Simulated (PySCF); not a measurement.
**TlGa (triplet) at other levels of theory**

Starting from one script, swap the method and compare what comes out for TlGa (triplet).

Program: PySCF 2.14.0. Level of theory: each script names its method and basis. These are calculated values, not measurements.

6 further runs of the same task are left out: 2 for a known fault of the program, 4 that didn't finish.

## 1. The system as given

TlGa (triplet): 2 atoms, charge 0, spin multiplicity 3.

Bond lengths: Tl1–Ga2 2.767 Å.

## 2. Base script

Contents of input.py:

```python
from pyscf import gto, scf

mol = gto.M(
    atom='Tl 0 0 0; Ga 0 0 2.767',
    basis='def2-svpd',
    ecp={'Tl': 'def2-svpd'},
    charge=0,
    spin=2,
    verbose=3,
)
mf = scf.UHF(mol)
mf.kernel()
mf.stability(internal=True, external=True)
mf.dip_moment()
print('orbital energies (hartree):', [e[max(0, n-3):n+3].round(4) for e, n in zip(mf.mo_energy, mol.nelec)])
```

Launch:

```bash
$ OMP_NUM_THREADS=1 python input.py
```

Its log is not repeated here.

Base result: E(SCF) = -2094.496260 Eh, ⟨S²⟩ = 2.027, μ = 1.11 D, internal unstable; real -> complex unstable; UHF/UKS -> GHF/GKS unstable.

The bond length is a typed value, not an optimised one. A lower solution of the same kind exists, so this energy is an upper bound. The triplet is typed in the script; nothing here shows that it is the ground state.

## 3. Blyp (UKS)

Run 1 changes functional: none (Hartree–Fock) → blyp; SCF type: UHF → UKS; step after the SCF: stability → analyze.

Contents of input.py:

```python
from pyscf import gto, dft

mol = gto.M(
    atom='Tl 0 0 0; Ga 0 0 2.767',
    basis='def2-svpd',
    ecp={'Tl': 'def2-svpd'},
    charge=0,
    spin=2,
    verbose=3,
)
mf = dft.UKS(mol, xc='blyp')
mf.kernel()
mf.mulliken_pop()
mf.dip_moment()
print('orbital energies (hartree):', [e[max(0, n-3):n+3].round(4) for e, n in zip(mf.mo_energy, mol.nelec)])
```

Launch:

```bash
$ OMP_NUM_THREADS=1 python input.py
```

## 4. M06 (UKS)

Run 2 changes functional: none (Hartree–Fock) → m06; SCF type: UHF → UKS; step after the SCF: stability → analyze.

Changes to input.py since step 2:

```diff
@@ -1,2 +1,2 @@
-from pyscf import gto, scf
+from pyscf import gto, dft
 
@@ -10,5 +10,5 @@
 )
-mf = scf.UHF(mol)
+mf = dft.UKS(mol, xc='m06')
 mf.kernel()
-mf.stability(internal=True, external=True)
+mf.mulliken_pop()
 mf.dip_moment()
```

## 5. O3lyp (UKS)

Run 3 changes functional: none (Hartree–Fock) → o3lyp; SCF type: UHF → UKS; step after the SCF: stability → analyze.

Changes to input.py since step 2:

```diff
@@ -1,2 +1,2 @@
-from pyscf import gto, scf
+from pyscf import gto, dft
 
@@ -10,5 +10,5 @@
 )
-mf = scf.UHF(mol)
+mf = dft.UKS(mol, xc='o3lyp')
 mf.kernel()
-mf.stability(internal=True, external=True)
+mf.mulliken_pop()
 mf.dip_moment()
```

## 6. NEVPT2 (ROHF)

Run 4 changes step after the SCF: stability → nevpt2; SCF type: UHF → ROHF; active space: none → 4 electrons in 6 orbitals.

Contents of input.py:

```python
from pyscf import gto, scf, mcscf, mrpt

mol = gto.M(
    atom='Tl 0 0 0; Ga 0 0 2.767',
    basis='def2-svpd',
    ecp={'Tl': 'def2-svpd'},
    charge=0,
    spin=2,
    verbose=3,
)
mf = scf.ROHF(mol)
mf.kernel()
mc = mcscf.CASSCF(mf, 6, 4)
mc.kernel()
mc.analyze()
mrpt.NEVPT(mc).kernel()
mf.dip_moment()
print('orbital energies (hartree):', mf.mo_energy[..., max(0, mol.nelec[1]-3):mol.nelec[0]+3].round(4))
```

What does the calculation give? Wanted: for each run, E(SCF); from base; SCF dipole; after the SCF.

As calculated:

| run | E(SCF) (hartree) | from base (eV) | SCF dipole (D) | after the SCF |
| --- | --- | --- | --- | --- |
| base | -2094.496260 | 0 | 1.11 | unstable: internal, real -> complex, UHF/UKS -> GHF/GKS |
| blyp (UKS) | -2097.162275 | not comparable | 0.45 | n/a |
| m06 (UKS) | -2097.089080 | not comparable | 0.72 | n/a |
| o3lyp (UKS) | -2097.700486 | not comparable | 0.87 | n/a |
| NEVPT2 (ROHF) | -2094.492968 | +0.0896 | 1.11 | NEVPT2 correlation -8.853 eV (from the SCF energy, the CASSCF gain included) |

What this shows: Total energies of different functionals can't be compared with each other; differences within one functional can.
